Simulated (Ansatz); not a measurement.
# CH₆BBrSi₂: basis-set convergence

The task here is to estimate one member of a computed series from the others.

The runs use Ansatz 0.2.0, Gaussian basis; one geometry, several basis sets.

Plan: PBE0-D4/def2-SVP; ωB97M-V/def2-SVP; PBE0-D4/def2-QZVPP; ωB97M-V/def2-QZVPP; the functionals' def2-TZVPP values are taken from earlier runs.

## The geometry

An earlier PBE0-D4 in a triple-zeta def2 set relaxation fixed the geometry.

SMILES `[SiH3][C@H]1B[Si@@H]1Br`, 11 atoms, charge 0, spin multiplicity 1.

Atoms are counted from 1 here; the program's logs count them from 0.

Bond lengths: Si1–C2 1.878 Å, Si1–H6 1.487 Å, Si1–H7 1.485 Å, Si1–H8 1.485 Å, C2–B3 1.510 Å, C2–Si4 1.911 Å, C2–H9 1.093 Å, B3–Si4 1.923 Å, B3–H10 1.186 Å, Si4–Br5 2.218 Å, Si4–H11 1.477 Å. Angles: C2–Si1–H6 108.5°, C2–Si1–H7 110.9°, C2–Si1–H8 110.3°, H6–Si1–H7 108.3°, H6–Si1–H8 109.1°, H7–Si1–H8 109.7°, Si1–C2–B3 119.5°, Si1–C2–Si4 101.8°, Si1–C2–H9 106.2°, B3–C2–Si4 67.2°, B3–C2–H9 122.2°, Si4–C2–H9 136.5°, C2–B3–Si4 66.4°, C2–B3–H10 137.1°, Si4–B3–H10 148.0°, C2–Si4–B3 46.4°, C2–Si4–Br5 119.4°, C2–Si4–H11 112.9° and more.

The first run:

The input, in.yaml:

```yaml
crystal:
  periodic: [false, false, false]
  atoms:
    - {symbol: Si, position_ang: [-1.256679, -0.101286, 0.918737]}
    - {symbol: C, position_ang: [0.197948, 0.726926, 0.066684]}
    - {symbol: B, position_ang: [1.598718, 0.231531, 0.337181]}
    - {symbol: Si, position_ang: [0.752883, -0.627592, -1.161299]}
    - {symbol: Br, position_ang: [1.361971, -0.051115, -3.214191]}
    - {symbol: H, position_ang: [-1.454866, 0.542225, 2.244121]}
    - {symbol: H, position_ang: [-0.990334, -1.546229, 1.136420]}
    - {symbol: H, position_ang: [-2.489688, 0.064686, 0.108673]}
    - {symbol: H, position_ang: [-0.042979, 1.791956, 0.016669]}
    - {symbol: H, position_ang: [2.593840, 0.659387, 0.820636]}
    - {symbol: H, position_ang: [-0.205517, -1.747389, -1.252929]}
basis:
  gaussian: {orbitals: def2-SVP}
hamiltonian: {xc: pbe0, dispersion: d4}
output: {orbitals: {seedname: orbitals}}
```

Steps of the session up to this table: PBE0-D4 in def2-SVP; ωB97M-V in def2-SVP; PBE0-D4 in def2-QZVPP; ωB97M-V in def2-QZVPP.

One of the session's tables, all rows but one given; the rest of the session is left out.

It belongs to the step «Density functionals: the series». 

| functional | basis | HOMO (eV) | LUMO (eV) |
| --- | --- | --- | --- |
| PBE0-D4 | def2-SVP | -6.95 | -2.09 |
| PBE0-D4 | def2-TZVPP | -6.98 | -2.14 |
| PBE0-D4 | def2-QZVPP | -6.98 | -2.15 |
| ωB97M-V | def2-SVP | ? | ? |
| ωB97M-V | def2-TZVPP | -9.03 | -0.18 |
| ωB97M-V | def2-QZVPP | -9.04 | -0.24 |

Estimate the missing values for ωB97M-V, def2-SVP.

The run gave: HOMO (eV): -8.97; LUMO (eV): -0.05. In the column «HOMO (eV)» it lies between ωB97M-V, def2-TZVPP (-9.03) and PBE0-D4, def2-TZVPP (-6.98).
